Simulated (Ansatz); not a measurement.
# CrAu4: the cost of one run

Computed with Ansatz 0.2.0 (DFT PBEsol, scalar-relativistic, plane waves, PAW, unless a step's input says otherwise).

1 further run of the same task is left out (set aside as unsound or not needed).

### Step 1. The starting structure

It takes space group I4/m (No. 87, tetragonal). The conventional cell has a = 6.405 Å, b = 6.405 Å, c = 4.009 Å, α = 90.00°, β = 90.00°, γ = 90.00°. Cr (site symmetry 4/m) is surrounded by 12 Au at 2.84 to 2.86 Å. Au (site symmetry m) has 9 Au at 2.82 to 2.92 Å and 3 Cr at 2.84 to 2.86 Å in its first shell of neighbours.

Coordinates:

```xyz
5
Lattice="-3.2026 3.2026 2.0046 3.2026 -3.2026 2.0046 3.2026 3.2026 -2.0046" Properties=species:S:1:pos:R:3 pbc="T T T"
Cr    0.0000    0.0000    0.0000
Au    1.3025    3.8572    0.0000
Au    1.9001   -0.6547    2.0046
Au    2.5479    1.3025    0.0000
Au    0.6547    1.9001    2.0046
```

It goes back to an entry of the Materials Project, which need not be the stable form.

This cell was relaxed beforehand with the same method: volume 16.45 Å³/atom, gap on the mesh none (metal), site moments up to 3.4 μB.

### Step 2. Electronic structure at the relaxed geometry

Input file input.yaml:

```yaml
crystal:
  lattice:
    - [-3.2025667552, 3.2025667552, 2.0046312213]
    - [3.2025667552, -3.2025667552, 2.0046312213]
    - [3.2025667552, 3.2025667552, -2.0046312213]
  atoms:
    - { symbol: Cr, position: [0.0, 0.0, 0.0], spin: 3.72 }
    - { symbol: Au, position: [0.6022096305, 0.2033549209, 0.8055645514] }
    - { symbol: Au, position: [0.3977903695, 0.7966450791, 0.1944354486] }
    - { symbol: Au, position: [0.2033549209, 0.3977903695, 0.6011452905] }
    - { symbol: Au, position: [0.7966450791, 0.6022096305, 0.3988547095] }
basis:
  ecutwfc: 420
kpoints:
  mp_grid: { grid: [10, 10, 10] }
  band_path:
    path:
      - [[0.0, 0.0, 0.0], [-0.5, 0.5, 0.0], [-0.5, 0.5, 0.5], [0.0, 0.0, 0.0], [-0.34795184, -0.34795184, 0.34795184]]
      - [[-0.65204816, 0.34795184, 0.65204816], [-0.5, 0.5, 0.5]]
      - [[-0.5, 0.5, 0.0], [-0.75, 0.25, 0.25], [-0.5, 0.0, 0.5], [0.0, 0.0, 0.0]]
    npoints: 14
hamiltonian:
  xc: pbesol
scf:
  occupations: { method: gaussian, width: 0.1 }
  n_extra_bands: 12
output:
  forces: true
  stress: true
  eigenvalues: true
  populations: true
  dos: { projected: true, de: 0.02, nscf_kmesh: { grid: [15, 15, 15] } }
  bader: true
magnetization:
  spin_polarized: true
checkpoint:
  read: start.run
  write: ck
  compress: false
  write_wavefunctions: false
  write_every: 100000
```

Launch:

```bash
> ansatz run input.yaml --threads 2 --pin off --max-ram 5120MiB --backend cpu --events-out ev --progress --plain --runs-dir out
```

**Question.** How long does this run take on 2 threads of Arm Neoverse V2, shared host, and how much memory does it need?

About 2.3 min, with a peak of 1.8 GiB.
